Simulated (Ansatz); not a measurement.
I need a relaxed scan of one distance of AlClGeH₄, SMILES [Cl][AlH][GeH3]. Use the Ansatz DFT code, driven from Python. Level of theory (for the species named): Hartree-Fock, def2-SVP basis, multiplicity 1.

`alclgeh4.xyz`
```text
7

Cl   -2.60760   -1.57950   -0.13720
Al   -0.48450   -1.26160    0.13120
Ge    0.47100    0.96510   -0.10040
H     0.52030   -2.50160    0.47440
H     0.23810    1.49990   -1.53100
H    -0.13500    1.93030    0.95630
H     2.05900    0.87940    0.16100
```

The script, `alclgeh4_relaxed_scan.py`:
```python
from dataclasses import dataclass
import logging
import sys

import ansatz as az
import numpy as np

logging.basicConfig(stream=sys.stdout, format="%(levelname)s:%(name)s:%(message)s")
logger = logging.getLogger("run")
logger.setLevel(logging.INFO)


@dataclass(frozen=True)
class RunConfig:
    basis_set: str = "def2-SVP"
    xc: str = "hf"


settings = RunConfig()

molecule = az.Crystal.molecule_from_extxyz("alclgeh4.xyz")

setup = (
    molecule.calculation()
    .basis(gaussian=settings.basis_set)
    .functional(settings.xc)
)
symbols = [site.symbol for site in molecule.cartesian_sites]
pairs = [(0, 1), (1, 2), (1, 3), (2, 4), (2, 5), (2, 6)]
print("held (A)   E (eV)        ", "  ".join(f"{symbols[i]}{i}-{symbols[j]}{j}" for i, j in pairs))
for length in [2.24, 2.43, 2.63, 2.92, 3.29]:
    rep = setup.relax(constraints=[az.DistanceConstraint((1, 2), at=length)], force_tolerance=0.02, max_steps=60).run(threads=1).report
    xyz = np.array(rep["positions_ang"])
    print(f"{length:6.2f} {rep['free_energy_ev']:14.5f}  ", "  ".join(f"{np.linalg.norm(xyz[i] - xyz[j]):.3f}" for i, j in pairs))
```

```console
$ python alclgeh4_relaxed_scan.py
held (A)   E (eV)         Cl0-Al1  Al1-Ge2  Al1-H3  Ge2-H4  Ge2-H5  Ge2-H6
DeckWarning: relax.constraints: the input's atoms, or those drawn, lie off the distances that are held; a relaxation that starts there is brought onto them ahead of its first SCF, by positions alone, an atom by 9.70e-2 Å at the most. With the symmetry detection on, the symmetry is detected on the input's atoms as so [...]
  2.24   -75611.73110   2.123  2.240  1.574  1.540  1.540  1.539
  2.43   -75612.11058   2.119  2.430  1.572  1.539  1.539  1.538
  2.63   -75612.07439   2.116  2.630  1.571  1.537  1.537  1.537
  2.92   -75611.63373   2.112  2.920  1.570  1.535  1.535  1.535
  3.29   -75610.84183   2.108  3.290  1.568  1.532  1.532  1.532
```
(Warnings from the package without file and line, shortened, repeats left out.)

Total energies depend on the basis set; only differences at equal settings carry meaning. The energies are electronic: no zero-point or thermal terms, and the basis set is short of its limit. Wall time of the script: 67 s on 1 thread of Arm Neoverse V1, with other jobs on the host, peak memory 0.25 GiB.
